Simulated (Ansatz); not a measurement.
What does this script print? It uses the Ansatz DFT code, driven from Python.

The script, `ir3rh_hull.py`:
```python
"""Convex hull of a few Ir-Rh phases, after relaxing cells and atoms."""

from collections import Counter
import csv

import ansatz as az
from ase import Atoms
import numpy as np

config = {
    "xc": "lda",
    "cutoff": 510,
    "k_spacing": 0.33,
    "smearing": "cold",
    "smearing_width": 0.1,
}


def ground_state(name, crystal):
    calc = (
        crystal.calculation()
        .functional(config["xc"])
        .basis(config["cutoff"])
        .kpoints(spacing=config["k_spacing"])
        .occupations(config["smearing"], width=config["smearing_width"])
    )
    calc = calc.relax(force_tolerance=0.02, cell=True)
    return calc.run()


def counts(outcome):
    return Counter(site.symbol for site in outcome.lattice.sites)

def formation_energy(outcome, mu):
    n = counts(outcome)
    return (outcome.report["energy_sigma0_ev"] - sum(k * mu[element] for element, k in n.items())) / sum(n.values())


def main() -> None:
    phases = {}
    ir3rh_pm_3m = (
        az.Lattice.cubic(3.840336)
        .space_group(221)
        .atom("Ir", [0.5, 0.0, 0.5])
        .atom("Rh", [0.0, 0.0, 0.0])
    )
    phases["Ir3Rh Pm-3m"] = ir3rh_pm_3m
    irrh3_pm_3m = (
        az.Lattice.cubic(3.81706)
        .space_group(221)
        .atom("Ir", [0.0, 0.0, 0.0])
        .atom("Rh", [0.0, 0.5, 0.5])
    )
    phases["IrRh3 Pm-3m"] = irrh3_pm_3m
    ir = (
        az.Lattice.of([0.0, 1.9156, 1.9156], [1.9156, 0.0, 1.9156], [1.9156, 1.9156, 0.0])
        .atom("Ir", [0.0, 0.0, 0.0])
    )
    phases["Ir"] = ir
    atoms = Atoms(
        ["Rh"],
        scaled_positions=[
            [0.0, 0.0, 0.0],
        ],
        cell=[
            [0.0, 1.89785, 1.89785],
            [1.89785, 0.0, 1.89785],
            [1.89785, 1.89785, 0.0],
        ],
        pbc=True,
    )
    rh = az.Crystal.from_ase(atoms)
    phases["Rh"] = rh

    done = {}
    for name, crystal in phases.items():
        done[name] = ground_state(name, crystal)
        print(f"{name}: {done[name].report['energy_sigma0_ev']:.4f} eV, {len(done[name].lattice.sites)} atoms")

    # energy of one atom in its reference phase
    references = {"Ir": "Ir", "Rh": "Rh"}
    mu = {element: done[name].report["energy_sigma0_ev"] / len(done[name].lattice.sites) for element, name in references.items()}
    points = sorted((counts(o)["Rh"] / len(o.lattice.sites), formation_energy(o, mu), name) for name, o in done.items())

    # walk in x and drop points that lie above the chord
    hull = []
    for x, e, _ in points:
        while len(hull) > 1 and (hull[-1][0] - hull[-2][0]) * (e - hull[-2][1]) - (hull[-1][1] - hull[-2][1]) * (x - hull[-2][0]) <= 0:
            hull.pop()
        hull.append((x, e))
    rows = [(name, x, e, e - np.interp(x, *zip(*hull))) for x, e, name in points]
    with open("hull.csv", "w", newline="") as handle:
        writer = csv.writer(handle)
        writer.writerow(["phase", "x(Rh)", "E_form (eV/atom)", "above hull (eV/atom)"])
        writer.writerows([round(v, 4) if isinstance(v, float) else v for v in row] for row in rows)
    print(open("hull.csv").read())
    print("on the hull of these phases:", ", ".join(row[0] for row in rows if row[3] < 1e-6))


if __name__ == "__main__":
    main()
```

```console
$ python ir3rh_hull.py
Ir3Rh Pm-3m: -41268.9110 eV, 4 atoms
IrRh3 Pm-3m: -30499.4714 eV, 4 atoms
Ir: -11663.4201 eV, 1 atoms
Rh: -6278.6451 eV, 1 atoms
phase,x(Rh),E_form (eV/atom),above hull (eV/atom)
Ir,0.0,0.0,0.0
Ir3Rh Pm-3m,0.25,-0.0014,0.0083
IrRh3 Pm-3m,0.75,-0.029,0.0
Rh,1.0,0.0,0.0

on the hull of these phases: Ir, IrRh3 Pm-3m, Rh
```

Notes:
- Absolute energies stand on the zero of these potentials, so only differences at equal settings mean something.
- No spin polarisation was allowed.
- For the metals among these phases the mesh is modest: differences between phases can be off by up to 40 meV an atom.
- Spin-orbit coupling, which matters for elements this heavy, is left out.
- The cells come from databases of deposited and of computed structures, and not all need be stable phases.
- Differences under about 40 meV an atom lie within the error of mesh and functional, so such verdicts may flip; only the cells listed enter the hull.
- Timing: 21 s on 1 thread of Arm Neoverse V2, on a shared host, peak memory 0.4 GiB.

(Lines on the test bed's own set-up are left out of the output.)
